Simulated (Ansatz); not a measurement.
**C₃H₅AlO: how energies converge with the basis set**

An exercise on one series of results from a longer session: the logs are not shown, and one member is left open.

Computed with Ansatz 0.2.0, Gaussian basis. Level: one geometry, several basis sets.

Plan: PBE0-D4/def2-SVP; ωB97M-V/def2-SVP; PBE0-D4/def2-QZVPP; ωB97M-V/def2-QZVPP; the functionals' def2-TZVPP values are taken from earlier runs.

## The relaxed structure

The geometry comes from an earlier relaxation with PBE0-D4 in a triple-zeta def2 set; it is a stationary point, not always the lowest conformer.

SMILES `C=[C]1O[CH2][AlH]1`, 10 atoms, charge 0, spin multiplicity 1.

Atoms are counted from 1 here; the program's logs count them from 0.

Bond lengths: C1–C2 1.331 Å, C1–H6 1.082 Å, C1–H7 1.086 Å, C2–O3 1.387 Å, C2–Al5 1.943 Å, O3–C4 1.452 Å, C4–Al5 1.974 Å, C4–H8 1.094 Å, C4–H9 1.094 Å, Al5–H10 1.585 Å. Angles: C2–C1–H6 119.5°, C2–C1–H7 122.3°, H6–C1–H7 118.2°, C1–C2–O3 121.7°, C1–C2–Al5 147.4°, O3–C2–Al5 91.0°, C2–O3–C4 108.9°, O3–C4–Al5 87.8°, O3–C4–H8 109.3°, O3–C4–H9 109.3°, Al5–C4–H8 119.9°, Al5–C4–H9 119.9°, H8–C4–H9 108.0°, C2–Al5–C4 72.3°, C2–Al5–H10 143.5°, C4–Al5–H10 144.2°.

Set-up of the first run:

Contents of in.yaml:

```yaml
crystal:
  periodic: [false, false, false]
  atoms:
    - {symbol: C, position_ang: [1.079089, -1.095540, -1.316121]}
    - {symbol: C, position_ang: [0.384748, -0.320547, -0.485631]}
    - {symbol: O, position_ang: [-0.223087, -0.832287, 0.650639]}
    - {symbol: C, position_ang: [-0.900103, 0.246134, 1.348617]}
    - {symbol: Al, position_ang: [-0.265776, 1.462308, -0.071122]}
    - {symbol: H, position_ang: [1.539162, -0.659377, -2.192545]}
    - {symbol: H, position_ang: [1.203937, -2.160873, -1.147003]}
    - {symbol: H, position_ang: [-0.495040, 0.331823, 2.361302]}
    - {symbol: H, position_ang: [-1.965654, 0.011587, 1.429621]}
    - {symbol: H, position_ang: [-0.274076, 2.965571, -0.574756]}
basis:
  gaussian: {orbitals: def2-SVP}
hamiltonian: {xc: pbe0, dispersion: d4}
output: {orbitals: {seedname: orbitals}}
```

On the command line:

```bash
> ansatz run in.yaml --threads 2 --pin off --events-out ev --progress --plain --max-ram 4352MiB
```

Steps of the session up to this table: PBE0-D4 in def2-SVP; ωB97M-V in def2-SVP; PBE0-D4 in def2-QZVPP; ωB97M-V in def2-QZVPP.

One table of the session follows, with a row left open; its other results are not shown here.

It belongs to the step «Density functionals: the series». 

| functional | basis | HOMO (eV) | LUMO (eV) |
| --- | --- | --- | --- |
| PBE0-D4 | def2-SVP | -6.26 | -1.67 |
| PBE0-D4 | def2-TZVPP | ? | ? |
| PBE0-D4 | def2-QZVPP | -6.41 | -1.74 |
| ωB97M-V | def2-SVP | -8.43 | 0.03 |
| ωB97M-V | def2-TZVPP | -8.57 | -0.08 |
| ωB97M-V | def2-QZVPP | -8.60 | -0.19 |

Estimate the missing values for PBE0-D4, def2-TZVPP.

The run gave: HOMO (eV): -6.39; LUMO (eV): -1.72. In the column «HOMO (eV)» it lies between PBE0-D4, def2-QZVPP (-6.41) and PBE0-D4, def2-SVP (-6.26).
